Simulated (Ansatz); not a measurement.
# LiSe+ (triplet): wave-function methods side by side at distance Se1–Li2 = 5.581 Å, cc-pVDZ

Aim: climb from Hartree-Fock through coupled cluster for LiSe+ (triplet) at one geometry and basis, and see what each rung misses.

Computed with Ansatz 0.2.0, Gaussian basis. Level: cc-pVDZ, core rule «outside noble gas», up to 15 orbitals frozen.

Plan: UHF; CCSD(T) on ROHF; CCSD(T) on UHF; BCCD(T) on ROHF; CCSDT(Q) on ROHF; CCSDT(Q) on UHF; Full CI.

73 further runs of the same task are left out: 55 for a known fault of the program, 12 that didn't finish, 6 set aside as unsound or not needed.

## (1) What is computed

The geometry derives from a PBE0/def2-TZVP stationary point (not a proven minimum). One bond is set to the value named and the two fragments are kept rigid. No spin-orbit coupling is included. The filled d shell of Se may be among the frozen orbitals whatever the setting's name suggests; the logs give the count.

2 atoms, charge 1, spin multiplicity 3.

Atoms are counted from 1 here; the program's logs count them from 0.

No contacts short enough for the rule that draws bonds.

## (2) UHF

in.yaml

```yaml
crystal:
  periodic: [false, false, false]
  atoms:
    - {symbol: Se, position_ang: [0.000000, 0.000000, 0.000000]}
    - {symbol: Li, position_ang: [0.000000, 0.000000, 5.581000]}
basis:
  gaussian: {orbitals: cc-pVDZ}
total_charge: 1
magnetization: {spin_polarized: true, initial_magnetization: 2}
hamiltonian: {xc: hf}
output: {orbitals: {seedname: orbitals}}
```

The run is started by

```console
> ansatz run in.yaml --threads 1 --pin off --events-out ev --progress --plain --max-ram 2393MiB
```

After this run come: CCSD(T) on ROHF; CCSD(T) on UHF; BCCD(T) on ROHF; CCSDT(Q) on ROHF; CCSDT(Q) on UHF; Full CI.

Before running them: what should the planned runs give, taken together? Wanted: FCI below the RHF energy; RMP2 from FCI; UMP2 from FCI; RCCSD from FCI; RCCSD(T) from FCI; UCCSD(T) from FCI; RCCSDT(Q) from FCI; UCCSDT(Q) from FCI; T1 diagnostic.

As calculated:

| quantity | value |
| --- | --- |
| FCI below the RHF energy | -2.4983 eV |
| RMP2 from FCI | +42.6 kJ/mol |
| UMP2 from FCI | +43.7 kJ/mol |
| RCCSD from FCI | +3.3 kJ/mol |
| RCCSD(T) from FCI | +0.8 kJ/mol |
| UCCSD(T) from FCI | +0.1 kJ/mol |
| RCCSDT(Q) from FCI | 0.0 kJ/mol |
| UCCSDT(Q) from FCI | -0.7 kJ/mol |
| levels within 1 kcal/mol (43 meV) | RCCSD, UCCSD, RCCSD(T), UCCSD(T), BCCD(T), RCCSDT, UCCSDT, RCCSDT(Q), UCCSDT(Q) |
| T1 diagnostic | 0.013 |
| effectively unpaired electrons | 2.01 |

RCCSD(T) misses by +0.8 kJ/mol, 0.3 % of the correlation energy. UCCSDT, UCCSDT(Q) fall below full CI: unrestricted runs freeze a spin-polarised core, another one than full CI's, and coupled cluster isn't variational. One determinant dominates. These misses are within one basis, not against nature; the frozen cores of restricted and unrestricted runs differ, which can shift their rows.
